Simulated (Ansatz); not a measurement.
# H₃Se radical: single points off equilibrium

The task here is to estimate one member of a computed series from the others.

Program: Ansatz 0.2.0, Gaussian basis. Level of theory: single points in def2-TZVPP. These are calculated values, not measurements.

Correlated methods freeze the cores. Filled d shells of the heavier atoms are correlated. Orbitals are unrestricted.

## The starting structure

4 atoms, charge 0, spin multiplicity 2.

Atoms are counted from 1 here; the program's logs count them from 0.

Bond lengths: H1–H3 0.756 Å, Se2–H4 1.722 Å.

Geometry (Å):

```csv
atom,x (Å),y (Å),z (Å)
H1,-0.54140,-0.22350,-0.63010
Se2,1.02660,0.49260,0.15760
H3,-1.22760,-0.31240,-0.93400
H4,0.60410,0.17000,1.79600
```

Set-up of the first run:

run/in.yaml reads:

```yaml
crystal:
  periodic: [false, false, false]
  atoms:
    - {symbol: H, position_ang: [-0.541400, -0.223500, -0.630100]}
    - {symbol: Se, position_ang: [1.026600, 0.492600, 0.157600]}
    - {symbol: H, position_ang: [-1.227600, -0.312400, -0.934000]}
    - {symbol: H, position_ang: [0.604100, 0.170000, 1.796000]}
basis:
  gaussian: {orbitals: def2-TZVPP}
magnetization: {spin_polarized: true, initial_magnetization: 1}
correlation: {method: ccsd_t}
scf: {omitted_lower_state_checks: [cluster_reference]}
output: {forces: true}
```

The command line of these runs was not kept.

Among the steps run: CCSD(T)/def2-TZVPP; PBE0-D4/def2-TZVPP; wB97M-V/def2-TZVPP; r2SCAN-D4/def2-TZVPP; PBE-D4/def2-TZVPP; wB97X-V/def2-TZVPP; HSE06-D4/def2-TZVPP.

One of the session's tables, all rows but one given; the rest of the session is left out.

| method | RMS force component (eV/Å) | angle to CCSD(T) forces (°) | dipole (D) |
| --- | --- | --- | --- |
| CCSD(T) | 1.336 | reference | 0.51 |
| PBE0-D4 | 1.342 | 9.2 | 0.59 |
| wB97M-V | 1.400 | 1.3 | 0.52 |
| r2SCAN-D4 | 1.316 | 10.3 | 0.63 |
| PBE-D4 | ? | ? | ? |
| wB97X-V | 1.424 | 3.3 | 0.57 |
| HSE06-D4 | 1.339 | 9.4 | 0.59 |

Estimate the missing values for PBE-D4.

The run gave: RMS force component (eV/Å): 1.235; angle to CCSD(T) forces (°): 16.0; dipole (D): 0.60. In the column «RMS force component (eV/Å)» it is the lowest.
